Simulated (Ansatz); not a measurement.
What does this script print? It uses the Python package of Ansatz (0.2.0).

`clh8nsi3_energy.py`
```python
'''Electronic structure of the ClH8NSi3 molecule.'''

from pathlib import Path
import json

import ansatz as az
import numpy as np
import pandas as pd

BASIS_SET = '6-31G'
METHOD = 'mp2'

clh8nsi3 = (
    az.Crystal.molecule()
    .atom('Si', (-1.3385, -0.6373, 0.5545))
    .atom('N', (0.0984, 0.1986, 0.5508))
    .atom('Si', (1.2921, -0.9043, 0.1818))
    .atom('Si', (0.1944, 1.4396, -0.6069))
    .atom('Cl', (-0.9331, 3.0697, -0.0175))
    .atom('H', (-2.4704, 0.3717, 0.8813))
    .atom('H', (-1.3624, -1.6523, 1.5792))
    .atom('H', (-1.624, -1.1812, -0.7896))
    .atom('H', (1.1563, -1.4609, -1.1201))
    .atom('H', (2.6417, -0.2274, 0.299))
    .atom('H', (1.3179, -1.995, 1.22))
    .atom('H', (1.5211, 1.9343, -0.7925))
    .atom('H', (-0.4731, 1.0097, -1.9253))
)

base = (
    clh8nsi3.calculation()
    .basis(gaussian=BASIS_SET)
    .correlation(METHOD)
    .forces()
    .orbitals()
)
outcome = base.run(runs_dir='runs')
data = outcome.report

for key in ('converged', 'free_energy_ev', 'reference_energy_ev', 'n_frozen', 'n_occupied', 'n_virtual'):
    print(f'{key:22s} {data[key]}')

parts = data['correlation']
for name in ('random_phase', 'coupled_cluster', 'perturbative'):
    if name in parts:
        print(f'{name:16s} {parts[name]["energy"]["hartree"]:12.7f} Ha')
if 'second_order' in parts:
    pair = parts['second_order']
    print(f'MP2 same spin {pair["same_spin"]["hartree"]:.7f} Ha, opposite spin {pair["opposite_spin"]["hartree"]:.7f} Ha')

state = data['mean_field']['state']
print(f'mean field: {state["energy"]["hartree"]:.7f} Ha, <S^2> = {abs(state["spin_squared"]):.4f}, stability: {state.get("stability", {}).get("kind")}')

symbols = [site.symbol for site in clh8nsi3.cartesian_sites]
forces = np.array(data['forces_ev_ang'])
print('largest force', round(float(np.linalg.norm(forces, axis=1).max()), 4), 'eV/A, rms', round(float(np.sqrt((forces ** 2).mean())), 4))

charges = data['charge_distribution']
table = pd.DataFrame({'atom': symbols, 'mulliken': charges['mulliken_charges_e'], 'lowdin': charges['lowdin_charges_e']})
print(table.round(3).to_string())
print('dipole (e A):', np.round(charges['dipole_moment_e_ang'], 4) + 0.0)

lines = Path(data['orbitals_path']).read_text().splitlines()
field_of = lambda key: [line.split('=')[1].strip() for line in lines if line.startswith(key)]
orbitals = [(27.211386 * float(e), s, float(n)) for e, s, n in zip(field_of('Ene='), field_of('Spin='), field_of('Occup='))]
homo = max(e for e, _, n in orbitals if n > 0.5)
lumo = min(e for e, _, n in orbitals if n < 0.5)
print(f'HOMO {homo:.3f} eV, LUMO {lumo:.3f} eV, gap {lumo - homo:.3f} eV')
with open('clh8nsi3.json', 'w') as handle:
    json.dump({k: data[k] for k in ('free_energy_ev', 'reference_energy_ev', 'n_occupied', 'n_virtual')}, handle, indent=1)
```

```console
$ python clh8nsi3_energy.py
converged              True
free_energy_ev         -37700.66364609786
reference_energy_ev    -37692.14642458964
n_frozen               21
n_occupied             [16, 16]
n_virtual              [40, 40]
MP2 same spin -0.0611012 Ha, opposite spin -0.2519009 Ha
mean field: -1385.1608324 Ha, <S^2> = 0.0000, stability: minimum
largest force 6.8839 eV/A, rms 1.7274
   atom  mulliken  lowdin
0    Si     0.895   0.657
1     N    -1.364  -0.881
2    Si     0.876   0.646
3    Si     1.015   0.611
4    Cl    -0.334  -0.108
5     H    -0.127  -0.117
6     H    -0.136  -0.113
7     H    -0.147  -0.120
8     H    -0.146  -0.118
9     H    -0.133  -0.118
10    H    -0.136  -0.112
11    H    -0.137  -0.108
12    H    -0.125  -0.119
dipole (e A): [ 0.2823 -0.5883 -0.2917]
HOMO -11.687 eV, LUMO 2.714 eV, gap 14.401 eV
```

File `clh8nsi3.json` afterwards:
```json
{
 "free_energy_ev": -37700.66364609786,
 "reference_energy_ev": -37692.14642458964,
 "n_occupied": [
  16,
  16
 ],
 "n_virtual": [
  40,
  40
 ]
}
```

The settings weren't tested for convergence. The geometry is a force-field or estimated start, not a minimum of this method, and the basis set is short of its limit. The Löwdin charges here are taken after orthogonalising the functions within each atom; they differ from plain Löwdin charges, and their signs can be unphysical. Levels such as HOMO and LUMO are orbital energies: in Hartree-Fock the gap is too wide and the LUMO hangs on the basis. S² is that of the Hartree-Fock reference. Wall time of the script: 4.4 s on 1 thread of Intel(R) Xeon(R) Platinum 8488C (Sapphire Rapids), with other jobs on the host, peak memory 0.29 GiB.

(Lines on the test bed's own set-up are left out of the output.)
